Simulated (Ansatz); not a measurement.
# C: the cost of one run

Method: DFT LDA, scalar-relativistic, plane waves, PAW, in Ansatz 0.2.0.

2 further runs of the same task are left out: 2 set aside as unsound or not needed.

### Step 1. Starting point

Symmetry: Fmmm, No. 69, orthorhombic system. Conventional cell: a = 2.446 Å, b = 4.233 Å, c = 6.723 Å, α = 90.00°, β = 90.00°, γ = 90.00°. C (site symmetry m2m) has 3 C at 1.41 Å as nearest neighbours.

As a file:

```
C
1.0
     1.22281   -2.11673    0.00000
     1.22281    2.11673    0.00000
     0.00000    0.00000    6.72251
C
4
Direct
  0.08331 0.91669 0.75000
  0.58331 0.41669 0.25000
  0.91669 0.08331 0.25000
  0.41669 0.58331 0.75000
```

It goes back to an entry of the Materials Project, which need not be the stable form.

It is the result of an earlier relaxation at this level (volume 8.70 Å³/atom; gap on the mesh: none (metal)).

### Step 2. The reference run: elastic constants

Contents of input.yaml:

```yaml
crystal:
  lattice:
    - [1.2228066818, -2.1167318649, 0.0]
    - [1.2228066818, 2.1167318649, 0.0]
    - [0.0, 0.0, 6.7225117453]
  atoms:
    - { symbol: C, position: [0.0833124672, 0.9166875328, 0.75] }
    - { symbol: C, position: [0.5833124672, 0.4166875328, 0.25] }
    - { symbol: C, position: [0.9166875328, 0.0833124672, 0.25] }
    - { symbol: C, position: [0.4166875328, 0.5833124672, 0.75] }
basis:
  ecutwfc: 420
kpoints:
  mp_grid: { grid: [18, 18, 6] }
hamiltonian:
  xc: lda
scf:
  occupations: { method: fermi_dirac, width: 0.15 }
output:
  forces: true
  stress: true
  eigenvalues: true
elastic:
  mode: relaxed_ion
  stencil: two_point
```

On the command line:

```bash
$ ansatz run input.yaml --threads 1 --pin off --max-ram 3072MiB --backend cpu --events-out ev --progress --plain --runs-dir out
```

Q: Estimate wall time and peak memory on 1 thread of Arm Neoverse V2, shared host.

About 7.3 min, with a peak of 0.57 GiB.
